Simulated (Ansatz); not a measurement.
Runs of Ansatz 0.2.0 on YbH3. It takes space group Fm-3m (No. 225, cubic). Conventional cell: a = 5.210 Å, b = 5.210 Å, c = 5.210 Å, α = 90.00°, β = 90.00°, γ = 90.00°. Yb (site symmetry m-3m) has 8 H at 2.26 Å as nearest neighbours. Around H (site symmetry m-3m) lie 8 H at 2.26 Å. H (site symmetry -43m) is surrounded by 4 Yb at 2.26 Å and 4 H at 2.26 Å. The cell comes from a database or a generator and needn't be the stable form of this composition.

```csv
task,level,U,smearing,hubbard projectors,double counting,gap on the mesh (eV),pressure (GPa),moment (μB)
projected density of states,PBE,-,fermi-dirac 0.05 eV,-,-,none,-5.4,0.17
projected density of states,PBE+U,Yb f U = 2 eV,fermi-dirac 0.05 eV,ortho-atomic (the default),fll (the default),none,-4.3,(b)
single point,PBE,-,gaussian 0.05 eV,-,-,none,-5.4,(c)
projected density of states,PBE+U,Yb f U = 5 eV,fermi-dirac 0.05 eV,ortho-atomic (the default),fll (the default),none,-3.2,0.36
projected density of states,PBE+U,Yb f U = 8 eV,fermi-dirac 0.05 eV,ortho-atomic (the default),fll (the default),none,-0.9,0.00
projected density of states,PBE+U,Yb f U = 3 eV,fermi-dirac 0.05 eV,ortho-atomic (the default),fll (the default),none,-3.9,0.35
projected density of states,PBE+U,Yb f U = 6 eV,fermi-dirac 0.05 eV,ortho-atomic (the default),fll (the default),none,-2.1,0.00
single point,PBEsol,-,gaussian 0.1 eV,-,-,none,(a),0.00
projected density of states,PBE+U,Yb f U = 4 eV,fermi-dirac 0.05 eV,ortho-atomic (the default),fll (the default),none,-3.6,0.36
projected density of states,PBE+U,Yb f U = 1 eV,fermi-dirac 0.05 eV,ortho-atomic (the default),fll (the default),none,-4.9,0.15
single point,PBE,-,fermi-dirac 0.05 eV,-,-,none,-5.4,0.17
```

Alike in all rows: potentials or basis Ansatz PAW; spin collinear, ferromagnetic start; cell as given; k mesh 9 × 9 × 9; cutoff (eV) 420.

**Question.** Fill in the values left out.

**Answer.** (a) -8.9; (b) 0.33; (c) 0.20.

Caveats: spin-orbit coupling is left out, which moves the levels of the heavy elements; the magnetic or orbital state may not be the lowest (some runs); without U or exact exchange the open f shell lies at the Fermi level, which spoils levels, moments and volumes (some runs); the PAW data sets come from PBE, with cores solved anew for the run's functional, which leaves a small shift of forces and pressure (some runs).

A k mesh can miss the band edges, and the runs leave out spin-orbit coupling on Yb.

A gap of «none» marks a metal or a gap under the smearing width.

Not every run made on this cell is shown here.
